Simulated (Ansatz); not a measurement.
# GeH5 (doublet): from Hartree-Fock to the top rungs at distance H1–H2 along a hydrogen transfer = 1.000 Å, cc-pVTZ

The task here is to estimate one member of a computed series from the others.

Program: Ansatz 0.2.0, Gaussian basis. Level of theory: cc-pVTZ, core rule «outside noble gas», up to 14 orbitals frozen. These are calculated values, not measurements.

Plan: UHF; CCSD(T) on ROHF; CCSD(T) on UHF; BCCD(T) on ROHF; CCSDT(Q) on ROHF; CCSDT(Q) on UHF; CASSCF and NEVPT2, 3 electrons in 3 orbitals; CASSCF and NEVPT2, 9 electrons in 9 orbitals.

## The geometry

The geometry derives from fragments relaxed apart (PBE0/def2-TZVP) and kept rigid, so it is no stationary point. A hydrogen atom is moved between rigid fragments. No spin-orbit coupling is included. The filled d shell of Ge may be among the frozen orbitals whatever the setting's name suggests; the logs give the count.

6 atoms, charge 0, spin multiplicity 2.

Atoms are counted from 1 here; the program's logs count them from 0.

Bond lengths: H2–Ge3 1.869 Å, Ge3–H4 1.539 Å, Ge3–H5 1.539 Å, Ge3–H6 1.539 Å. Angles: H2–Ge3–H4 107.7°, H2–Ge3–H5 107.7°, H2–Ge3–H6 107.7°, H4–Ge3–H5 111.2°, H4–Ge3–H6 111.2°, H5–Ge3–H6 111.2°.

Set-up of the first run:

File in.yaml:

```yaml
crystal:
  periodic: [false, false, false]
  atoms:
    - {symbol: H, position_ang: [-2.825765, 0.000000, -0.000001]}
    - {symbol: H, position_ang: [-1.825765, 0.000000, -0.000001]}
    - {symbol: Ge, position_ang: [0.043235, 0.000000, 0.000000]}
    - {symbol: H, position_ang: [0.511903, -1.465915, 0.000000]}
    - {symbol: H, position_ang: [0.511903, 0.732957, -1.269519]}
    - {symbol: H, position_ang: [0.511903, 0.732957, 1.269520]}
basis:
  gaussian: {orbitals: cc-pVTZ}
magnetization: {spin_polarized: true, initial_magnetization: 1}
hamiltonian: {xc: hf}
output: {orbitals: {seedname: orbitals}}
```

On the command line:

```console
ansatz run in.yaml --threads 1 --pin off --events-out ev --progress --plain --max-ram 2816MiB --backend cpu
```

Steps of the session up to this table: UHF; CCSD(T) on ROHF; CCSD(T) on UHF; BCCD(T) on ROHF; CCSDT(Q) on ROHF; CCSDT(Q) on UHF; CASSCF and NEVPT2, 3 electrons in 3 orbitals; CASSCF and NEVPT2, 9 electrons in 9 orbitals.

One of the session's tables, all rows but one given; the rest of the session is left out.

```
        method  from UCCSDT(Q) (meV)
          ROHF               +5399.7
           UHF               +5160.9
          RMP2               +1059.0
          UMP2               +1086.8
         RCCSD                +153.7
         UCCSD                +147.5
      RCCSD(T)                     ?
      UCCSD(T)                 +27.7
       BCCD(T)                 +29.3
        RCCSDT                  +6.4
        UCCSDT                  +3.5
     RCCSDT(Q)                  +3.0
     UCCSDT(Q)                     0
   CASSCF pair               +4685.9
   NEVPT2 pair               +1000.0
CASSCF valence               +3432.7
NEVPT2 valence                +953.7
```

**Question.** Estimate the row for RCCSD(T).

**Answer.** from UCCSDT(Q) (meV): +29.1. In the column «from UCCSDT(Q) (meV)» it lies between UCCSD(T) (+27.7) and BCCD(T) (+29.3).

Among the levels timed on like hardware and quicker than the yardstick, those that no quicker one beats, quickest first: NEVPT2 pair (2.9 s, +1000.0 meV); RCCSD(T) (3.1 s, +29.1 meV); UCCSD(T) (3.1 s, +27.7 meV).

To keep in mind: Of the multireference levels listed NEVPT2 valence comes nearest in total energy (+953.7 meV), which doesn't show that its space is the better one. Restricted and unrestricted rows rest on different reference determinants; where their highest levels disagree by more than a few hundredths of an eV, they describe different states and don't form one ladder.
